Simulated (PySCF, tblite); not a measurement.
# C₂H₇FNSi₂ radical: geometry, infrared bands and EPR parameters

What infrared bands and EPR parameters should C₂H₇FNSi₂ radical (`C=N[Si](F)[SiH2]C`) show?

Computed with tblite 0.8.0 and PySCF 2.14.0, with density-fitted response routines of our own, on a single molecule in the gas phase. Atoms are numbered from 0 throughout.

## 1. The molecule as given

13 atoms, charge 0, multiplicity 2; geometry from: force field or distance geometry start.

Bonds of the start (Å): C0–N1 1.25, N1–Si2 1.72, Si2–F3 1.71, Si2–Si4 2.21, Si4–C5 1.89, C0–H6 1.10, C0–H7 1.10, Si4–H8 1.50, Si4–H9 1.47, C5–H10 1.11, C5–H11 1.11, C5–H12 1.11.

## 2. Geometry optimisation with GFN2-xTB

Job settings and geometry (Å):

```
{"job": {"kind": "relax", "xc": "GFN2-xTB", "basis": "xTB"}, "charge": 0, "multiplicity": 2}
C      2.936700     0.149000     0.029300
N      2.294300    -0.919500    -0.112700
Si     0.608700    -1.198100    -0.330600
F      0.319100    -1.938400    -1.841900
Si    -0.715100     0.560500    -0.182300
C     -2.489500    -0.075300    -0.056400
H      2.473900     1.149500     0.016800
H      4.024600     0.101000     0.171500
H     -0.552200     1.323000    -1.457900
H     -0.482000     1.411400     0.994500
H     -2.786900    -0.670200    -0.939300
H     -2.507600    -0.709700     0.858400
H     -3.128400     0.817500     0.110400
```

The run is started by

```
$ OMP_NUM_THREADS=1 python probes_run.py task.json out
```

The driver reads the jobs from task.json and runs them one after another.

**Question.** This job is followed by: GFN2-xTB harmonic vibrations, gas phase; UKS B3LYP, pcH-1 on C F H N Si, non-relativistic, mean-field spin-orbit, GIAO. Predict these results of the whole session: strongest single infrared mode (GFN2-xTB); zero-point energy (GFN2-xTB); g(iso) (B3LYP); ⟨S²⟩; largest a(iso) (averaged by class); potential on the surface of density 0.002 e/bohr³, 1st and 99th percentile.

As calculated:

```
                                                                  quantity                    value
                                 strongest single infrared mode (GFN2-xTB)    2130 cm⁻¹, 380 km/mol
                                              zero-point energy (GFN2-xTB)            52.9 kcal/mol
                                                            g(iso) (B3LYP)                  2.00260
                                                                      ⟨S²⟩       0.765 (exact 0.75)
                                        largest a(iso) (averaged by class)  29Si on Si2, -223.9 MHz
potential on the surface of density 0.002 e/bohr³, 1st and 99th percentile       -1.56 V and 1.48 V
```

Relaxing lowered the energy by 0.596 eV in 77 steps; the close pair that moved most is Si2–F3, from 1.708 to 1.625 Å. All 33 modes are real, so the xTB geometry is a minimum. The strongest single mode, at 2130 cm⁻¹, moves mainly H8. GFN2-xTB is a fitted tight-binding method: band positions and strengths are rough. Its intensities can rank the bands wrongly. Si2 carries the largest spin population, 0.69 e. The isotropic g lies 0.3 ppt above the free-electron value. These values are for one conformer; the search (at its own cheap level) found 2 more, at 1.02, 1.03 kcal/mol, and measured spectra average over such forms.
